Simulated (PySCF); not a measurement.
# C10H8: the cost of one run

Method: levels as typed in each script, gas phase, geometry from GFN2-xTB; program: PySCF 2.14.0.

### Step 1. Where the work starts

18 atoms, charge 0, spin multiplicity 1.

Bond lengths: C1–C2 1.404 Å, C1–C10 1.366 Å, C1–H11 1.080 Å, C2–C3 1.366 Å, C2–H12 1.080 Å, C3–C4 1.411 Å, C3–H13 1.081 Å, C4–C5 1.411 Å, C4–C9 1.420 Å, C5–C6 1.366 Å, C5–H14 1.081 Å, C6–C7 1.404 Å, C6–H15 1.080 Å, C7–C8 1.366 Å, C7–H16 1.080 Å, C8–C9 1.411 Å, C8–H17 1.081 Å, C9–C10 1.411 Å and more. Angles: C2–C1–C10 120.3°, C2–C1–H11 119.3°, C10–C1–H11 120.3°, C1–C2–C3 120.3°, C1–C2–H12 119.3°, C3–C2–H12 120.3°, C2–C3–C4 120.8°, C2–C3–H13 120.6°, C4–C3–H13 118.6°, C3–C4–C5 122.2°, C3–C4–C9 118.9°, C5–C4–C9 118.9°, C4–C5–C6 120.8°, C4–C5–H14 118.6°, C6–C5–H14 120.6°, C5–C6–C7 120.3°, C5–C6–H15 120.3°, C7–C6–H15 119.3° and more.

As a file:

```xyz
18

C    -2.41425   -0.70195    0.00000
C    -2.41425    0.70195    0.00000
C    -1.23475    1.39191    0.00000
C    -0.00001    0.70983    0.00000
C     1.23476    1.39191    0.00000
C     2.41426    0.70195    0.00000
C     2.41426   -0.70195    0.00000
C     1.23476   -1.39191    0.00000
C    -0.00001   -0.70983    0.00000
C    -1.23475   -1.39191    0.00000
H    -3.35615   -1.23110    0.00000
H    -3.35615    1.23110    0.00000
H    -1.22954    2.47292    0.00000
H     1.22955    2.47292    0.00000
H     3.35616    1.23110    0.00000
H     3.35616   -1.23110    0.00000
H     1.22955   -2.47292    0.00000
H    -1.22954   -2.47292    0.00000
```

### Step 2. Localised orbitals (CAM-B3LYP/def2-svp)

input.py reads:

```python
import numpy as np
from pyscf import gto, scf, dft, lo
from pyscf.data.elements import chemcore

def solve(mol, dm0=None, hcore=None):
    mf = (dft.UKS if mol.spin else dft.RKS)(mol, xc='camb3lyp')
    mf.grids.level = 3
    mf = mf.density_fit(auxbasis='def2-universal-jkfit')
    mf.conv_tol, mf.max_cycle = 1e-8, 80
    if hcore is not None:
        mf.get_hcore = lambda *args: hcore
    mf.kernel(dm0)
    if not mf.converged:
        mf = mf.newton().run(mf.mo_coeff, mf.mo_occ, max_cycle=30)
    assert mf.converged, 'SCF not converged'
    return mf

mol = gto.M(atom='''
C     -2.41425    -0.70195     0.00000
C     -2.41425     0.70195     0.00000
C     -1.23475     1.39191     0.00000
C     -0.00001     0.70983     0.00000
C      1.23476     1.39191     0.00000
C      2.41426     0.70195     0.00000
C      2.41426    -0.70195     0.00000
C      1.23476    -1.39191     0.00000
C     -0.00001    -0.70983     0.00000
C     -1.23475    -1.39191     0.00000
H     -3.35615    -1.23110     0.00000
H     -3.35615     1.23110     0.00000
H     -1.22954     2.47292     0.00000
H      1.22955     2.47292     0.00000
H      3.35616     1.23110     0.00000
H      3.35616    -1.23110     0.00000
H      1.22955    -2.47292     0.00000
H     -1.22954    -2.47292     0.00000
''', basis='def2-svp', charge=0, spin=0, verbose=4)
mf = solve(mol)
occ_all = mf.mo_coeff[:, mf.mo_occ > 0]
occ = occ_all[:, chemcore(mol):]
bo = lo.Boys(mol, occ)
loc = bo.kernel()
for _ in range(5):
    new, stable = bo.stability(return_status=True)
    if stable:
        break
    loc = bo.kernel(new)
fock, s = mf.get_fock(), mf.get_ovlp()
ortho = lo.orth_ao(mol, 'meta_lowdin')
labels = mol.ao_labels(fmt=None)
vir = loc[:, :0]
both = np.hstack([loc, vir])
p = (ortho.T @ s @ both) ** 2
pop = np.array([p[[l[0] == a for l in labels]].sum(0) for a in range(mol.natm)])
spd = np.array([[p[[l[0] == a and l[2][-1] == k for l in labels]].sum(0) for k in 'spd'] for a in range(mol.natm)])
eps = np.einsum('pi,pq,qi->i', both, fock, both)
for i in np.argsort(eps):
    top = np.argsort(-pop[:, i])[:3]
    print('%3d %s %9.4f Eh ' % (i + 1, 'occ' if i < loc.shape[1] else 'vir', eps[i]), '  '.join('%s%d %.3f' % (mol.atom_symbol(a), a + 1, pop[a, i]) for a in top))
np.savez('result.npz', c=both, nocc=loc.shape[1], pop=pop, spd=spd, eps=eps, e=mf.e_tot)
```

Started as:

```console
$ OMP_NUM_THREADS=1 python input.py
```

What time and memory should one allow on 1 thread of Intel Xeon Platinum 8259CL at 2.50GHz (Skylake/Cascade Lake), shared host?

About 45 s, with a peak of 0.82 GiB.
